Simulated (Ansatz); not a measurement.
# TiPd: the cost of one run

Method: DFT PBEsol, scalar-relativistic, plane waves, PAW, in Ansatz 0.2.0.

## 1. The starting structure

It takes space group Pmma (No. 51, orthorhombic). Conventional cell: a = 4.570 Å, b = 2.775 Å, c = 4.876 Å, α = 90.00°, β = 90.00°, γ = 90.00°. Ti (site symmetry mm2) is surrounded by 8 Pd at 2.73 to 2.87 Å and 4 Ti at 2.78 to 3.02 Å. Around Pd (site symmetry mm2) lie 8 Ti at 2.73 to 2.87 Å and 4 Pd at 2.78 to 2.92 Å.

Coordinates:

```xyz
4
Lattice="4.5705 0.0000 0.0000 0.0000 2.7751 0.0000 0.0000 0.0000 4.8758" Properties=species:S:1:pos:R:3 pbc="T T T"
Ti    1.1426    0.0000    3.4251
Ti    3.4278    0.0000    1.4507
Pd    1.1426    1.3875    0.9098
Pd    3.4278    1.3875    3.9659
```

The structure rests on an entry of the Materials Project (structure only); cell or positions may have been set otherwise for this series.

## 2. Relaxing cell and atoms: TiPd, no spin

The input, input.yaml:

```yaml
crystal:
  lattice:
    - [4.57045186, 0.0, 0.0]
    - [0.0, 2.77508999, 0.0]
    - [0.0, 0.0, 4.8757813]
  atoms:
    - { symbol: Ti, position: [0.25, 0.0, 0.70247786] }
    - { symbol: Ti, position: [0.75, 0.0, 0.29752214] }
    - { symbol: Pd, position: [0.25, 0.5, 0.18660448] }
    - { symbol: Pd, position: [0.75, 0.5, 0.81339552] }
scf:
  occupations: { method: methfessel_paxton, width: 0.1 }
output:
  forces: true
  stress: true
  eigenvalues: true
  write_density: true
  write_potential: true
  elf: true
  volumetric_format: npy
kpoints:
  mp_grid: { grid: [10, 18, 10] }
hamiltonian:
  xc: pbesol
relax:
  f_tol: 0.01
  adjacent_minimum: "off"
  cell: { stress_tol: 0.05 }
```

Command:

```bash
$ ansatz run input.yaml --threads 1 --pin off --max-ram 3072MiB --backend cpu --events-out ev --progress --plain --runs-dir out
```

Q: Estimate wall time and peak memory on 1 thread of Intel Xeon Platinum 8488C (Sapphire Rapids), shared host.

About 2.7 min, with a peak of 0.87 GiB.
